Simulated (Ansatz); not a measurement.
**C2H8OSn: how energies converge with the basis set**

The task here is to estimate one member of a computed series from the others.

Computed with Ansatz 0.2.0, Gaussian basis. Level: one geometry, several basis sets.

Plan: PBE0-D4/def2-SVP; ωB97M-V/def2-SVP; PBE0-D4/def2-QZVPP; ωB97M-V/def2-QZVPP; the functionals' def2-TZVPP values are taken from earlier runs.

### Structure used throughout

An earlier PBE0-D4 in a triple-zeta def2 set relaxation fixed the geometry. Sn takes the def2 core potential; no spin-orbit term is included.

SMILES `[CH3][SnH]([CH3])[OH]`, 12 atoms, charge 0, spin multiplicity 1.

Atoms are counted from 1 here; the program's logs count them from 0.

Bond lengths: C1–Sn2 2.128 Å, C1–H5 1.090 Å, C1–H6 1.091 Å, C1–H7 1.090 Å, Sn2–C3 2.137 Å, Sn2–O4 1.979 Å, Sn2–H8 1.719 Å, C3–H9 1.091 Å, C3–H10 1.090 Å, C3–H11 1.090 Å, O4–H12 0.959 Å. Angles: Sn2–C1–H5 109.7°, Sn2–C1–H6 110.8°, Sn2–C1–H7 109.2°, H5–C1–H6 109.2°, H5–C1–H7 109.0°, H6–C1–H7 109.1°, C1–Sn2–C3 113.4°, C1–Sn2–O4 102.6°, C1–Sn2–H8 113.5°, C3–Sn2–O4 107.5°, C3–Sn2–H8 111.6°, O4–Sn2–H8 107.5°, Sn2–C3–H9 110.5°, Sn2–C3–H10 110.1°, Sn2–C3–H11 109.3°, H9–C3–H10 108.8°, H9–C3–H11 109.1°, H10–C3–H11 109.0° and more.

The first run:

The input, in.yaml:

```yaml
crystal:
  periodic: [false, false, false]
  atoms:
    - {symbol: C, position_ang: [-0.737274, 1.161640, -1.330250]}
    - {symbol: Sn, position_ang: [-0.473899, -0.166589, 0.310733]}
    - {symbol: C, position_ang: [1.517356, -0.173758, 1.086467]}
    - {symbol: O, position_ang: [-0.798933, -1.938099, -0.509576]}
    - {symbol: H, position_ang: [-1.759612, 1.088486, -1.700521]}
    - {symbol: H, position_ang: [-0.537727, 2.191227, -1.030951]}
    - {symbol: H, position_ang: [-0.050050, 0.883420, -2.129727]}
    - {symbol: H, position_ang: [-1.637802, 0.046649, 1.558193]}
    - {symbol: H, position_ang: [1.775755, 0.808435, 1.485241]}
    - {symbol: H, position_ang: [1.607029, -0.911899, 1.883811]}
    - {symbol: H, position_ang: [2.214528, -0.428400, 0.287764]}
    - {symbol: H, position_ang: [-1.042470, -2.616313, 0.122915]}
basis:
  gaussian: {orbitals: def2-SVP}
hamiltonian: {xc: pbe0, dispersion: d4}
output: {orbitals: {seedname: orbitals}}
```

Steps of the session up to this table: PBE0-D4 in def2-SVP; ωB97M-V in def2-SVP; PBE0-D4 in def2-QZVPP; ωB97M-V in def2-QZVPP.

One table of the session follows, with a row left open; its other results are not shown here.

| functional | basis | HOMO (eV) | LUMO (eV) |
| --- | --- | --- | --- |
| PBE0-D4 | def2-SVP | ? | ? |
| PBE0-D4 | def2-TZVPP | -7.65 | 0.16 |
| PBE0-D4 | def2-QZVPP | -7.69 | -0.01 |
| ωB97M-V | def2-SVP | -9.72 | 2.38 |
| ωB97M-V | def2-TZVPP | -9.92 | 1.50 |
| ωB97M-V | def2-QZVPP | -9.95 | 1.09 |

Q: Estimate the row for PBE0-D4, def2-SVP from the others.

As computed: HOMO (eV): -7.43; LUMO (eV): 0.67. In the column «HOMO (eV)» it is the highest.
